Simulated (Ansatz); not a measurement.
# Sn2Se: the cost of one run

Program: Ansatz 0.2.0. Level of theory: DFT PBE, scalar-relativistic, plane waves, PAW. These are calculated values, not measurements.

## Step 1: The structure to begin with

Symmetry: Fm-3m, No. 225, cubic system. The conventional cell has a = 7.175 Å, b = 7.175 Å, c = 7.175 Å, α = 90.00°, β = 90.00°, γ = 90.00°. Sn (site symmetry -43m) has 4 Se at 3.11 Å as nearest neighbours. Se (site symmetry m-3m) is surrounded by 8 Sn at 3.11 Å.

Coordinates:

```
Sn Se
1.0
     0.00000    3.58736    3.58736
     3.58736    0.00000    3.58736
     3.58736    3.58736    0.00000
Sn Se
2 1
Direct
  0.25000 0.25000 0.25000
  0.75000 0.75000 0.75000
  0.50000 0.50000 0.50000
```

The cell was relaxed beforehand at this level, from a generated guess; it needn't be the stable form of this composition. At a tolerance of 0.05 Å it has space group Fm-3m (No. 225); it has 30.78 Å³/atom, an uncorrected energy of +0.19 eV/atom over the elements.

## Step 2: Electronic structure at the relaxed geometry

The input, input.yaml:

```yaml
crystal:
  lattice:
    - [0.0, 3.587357124, 3.587357124]
    - [3.587357124, 0.0, 3.587357124]
    - [3.587357124, 3.587357124, 0.0]
  atoms:
    - { symbol: Sn, position: [0.25, 0.25, 0.25] }
    - { symbol: Sn, position: [0.75, 0.75, 0.75] }
    - { symbol: Se, position: [0.5, 0.5, 0.5] }
basis:
  ecutwfc: 420
kpoints:
  mp_grid: { grid: [12, 12, 12] }
  band_path:
    path:
      - [[0.0, 0.0, 0.0], [0.5, 0.0, 0.5], [0.625, 0.25, 0.625]]
      - [[0.375, 0.375, 0.75], [0.0, 0.0, 0.0], [0.5, 0.5, 0.5], [0.5, 0.25, 0.75], [0.5, 0.0, 0.5]]
    npoints: 14
hamiltonian:
  xc: pbe
scf:
  occupations: { method: gaussian, width: 0.1 }
  n_extra_bands: 7
output:
  forces: true
  stress: true
  eigenvalues: true
  populations: true
  dos: { projected: true, de: 0.02, nscf_kmesh: { grid: [15, 15, 15] } }
  bader: true
  write_density: true
  write_potential: true
  elf: true
  volumetric_format: npy
```

The run is started by

```
> ansatz run input.yaml --threads 1 --pin off --max-ram 2560MiB --backend cpu --events-out ev --progress --plain --runs-dir out
```

Q: Estimate wall time and peak memory on 1 thread of Intel Xeon 6975P-C (Granite Rapids), shared host.

About 21 s, with a peak of 0.52 GiB.
